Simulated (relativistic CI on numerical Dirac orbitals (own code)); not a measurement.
**Mo³¹⁺: how the levels respond to the fine-structure constant and the nuclear radius**

Aim: the factor q = dE/dx of each excitation energy, x = (α/α0)² − 1, by finite differences, and the field-shift factor by the mean square nuclear radius, for the lowest 12 levels.

Program: relativistic CI on numerical Dirac orbitals (own code) version 2. Level of theory: Dirac-Coulomb-Breit CI, KLI orbitals optimised for each configuration, derivatives by finite differences. These are calculated values, not measurements, unless marked.

## (1) The system

* ion: Mo³¹⁺ (Mo XXXII)
* nuclear charge: 42
* electrons: 11
* isotope: A = 98
* first configuration: [Ne] 3s

The outer shells:

[Ne] 3s1
```
[Ne] core
3s [↑ ]
```

## (2) The run

Input settings:

```ini
atom Mo  Z=42  charge=31  electrons=11
nucleus A=98  rms_radius_fm=4.4091
hamiltonian dirac-coulomb  breit=on  qed=off  c_scale=1
orbitals kli  potential=per-configuration
slater_scale 1
correlation none
mixing on
configurations
  [Ne] 3s
  [Ne] 3p
  [Ne] 3d
  [Ne] 4s
  [Ne] 4p
  [Ne] 4d
  [Ne] 4f
end
derivatives alpha2 +-0.01 radius +-1%
```

Q: Predict the outcome of this session. Wanted: lowest level; largest q in size, lowest 12 levels; largest field-shift factor among them.

**Answer**, as computed:

| quantity | value |
| --- | --- |
| lowest level | 3s 2S1/2 |
| largest q in size, lowest 12 levels | 320100 cm⁻¹ (3d 2D5/2) |
| largest field-shift factor among them | -232 GHz/fm² (3p 2P°3/2) |

Among these levels the largest q belongs to 3d 2D5/2, a change of configuration. K = 2q/E, the relative sensitivity of a level, hangs on the computed energy: between configurations that lie close it can be off by a factor of several.
